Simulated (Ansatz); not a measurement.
## TaTc, space group Pm-3m: relaxations under a series of pressures, step by step

Program: the Ansatz DFT code, driven from Python.

Run as a notebook:

**Cell 1**
```python
import warnings

import ansatz as az
import numpy as np
import pandas as pd

def edges_and_angles(cell):
    cell = np.asarray(cell)
    a, b, c = np.linalg.norm(cell, axis=1)
    cosines = cell[1] @ cell[2] / (b * c), cell[0] @ cell[2] / (a * c), cell[0] @ cell[1] / (a * b)
    return (a, b, c, *np.degrees(np.arccos(cosines)))
```

**Cell 2**
```python
warnings.simplefilter('ignore', az.DeckWarning)
```

**Cell 3**
```python
system = (
    az.Lattice.from_parameters(3.172, 3.172, 3.172, alpha=90.0, beta=90.0, gamma=90.0)
    .atom('Ta', (0.0, 0.0, 0.0))
    .atom('Tc', (0.5, 0.5, 0.5))
)
```

**Cell 4**
```python
setup = (
    system.calculation()
    .occupations('Fermi-Dirac', width=0.05)
    .kpoints(10, 10, 10)
    .functional(az.Functional.PBESOL, dispersion='D4')
)

# H = F + PV, with 1 GPa A^3 = 1/160.21766 eV
rows = []
for pressure in [0, 2, 4, 6, 8]:
    out = setup.relax(cell=True, pressure=pressure).run()
    cell = out.lattice.cell_ang
    n_atoms = len(out.lattice.sites)
    volume = abs(np.linalg.det(cell)) / n_atoms
    enthalpy = out.report['free_energy_ev'] / n_atoms + pressure * volume / 160.21766
    rows.append((pressure, volume, enthalpy, *edges_and_angles(cell)))
    print(f'{pressure} GPa done: {volume:.4f} A^3/atom')
```
Output:
```text
0 GPa done: 15.5216 A^3/atom
2 GPa done: 15.4167 A^3/atom
4 GPa done: 15.3112 A^3/atom
6 GPa done: 15.2122 A^3/atom
8 GPa done: 15.1149 A^3/atom
```

**Cell 5**
```python
table = pd.DataFrame(rows, columns=['P_GPa', 'V_A3_atom', 'H_eV_atom', 'a', 'b', 'c', 'alpha', 'beta', 'gamma'])
print(table.round(4).to_string(index=False))
p, v = np.array([row[0] for row in rows], float), np.array([row[1] for row in rows])
print('mean bulk modulus between rows (GPa):', np.round(-np.diff(p) / np.diff(np.log(v)), 1))
```
Output:
```text
 P_GPa  V_A3_atom  H_eV_atom      a      b      c  alpha  beta  gamma
     0    15.5216 -7572.8453 3.1428 3.1428 3.1428   90.0  90.0   90.0
     2    15.4167 -7572.6522 3.1357 3.1357 3.1357   90.0  90.0   90.0
     4    15.3112 -7572.4605 3.1286 3.1286 3.1286   90.0  90.0   90.0
     6    15.2122 -7572.2700 3.1218 3.1218 3.1218   90.0  90.0   90.0
     8    15.1149 -7572.0807 3.1151 3.1151 3.1151   90.0  90.0   90.0
mean bulk modulus between rows (GPa): [295.  291.2 308.4 311.9]
```

The volume falls from 15.52 Å³ an atom at 0 GPa to 15.11 at 8 GPa, by 2.6 %. Between 0 and 2 GPa, -V dP/dV is about 295 GPa, a mean over that step.

Total energies depend on the potentials; only differences at equal settings carry meaning. At a fixed pressure a relaxation lowers the enthalpy F + PV, while F alone can rise. Dispersion corrections can be off by several per cent in the lattices of metals, and by several GPa in the pressure at a fixed cell. Spin-orbit coupling, which matters for elements this heavy, is left out. The structure is a deposited one; some such entries were measured under pressure or heat, so a shift against it needn't be the functional's error alone. Symmetry holds the cell in this phase, whether or not it is the stable one at each pressure. Timing: 64 s on 1 thread of Arm Neoverse V1, on a shared host, peak memory 0.47 GiB.
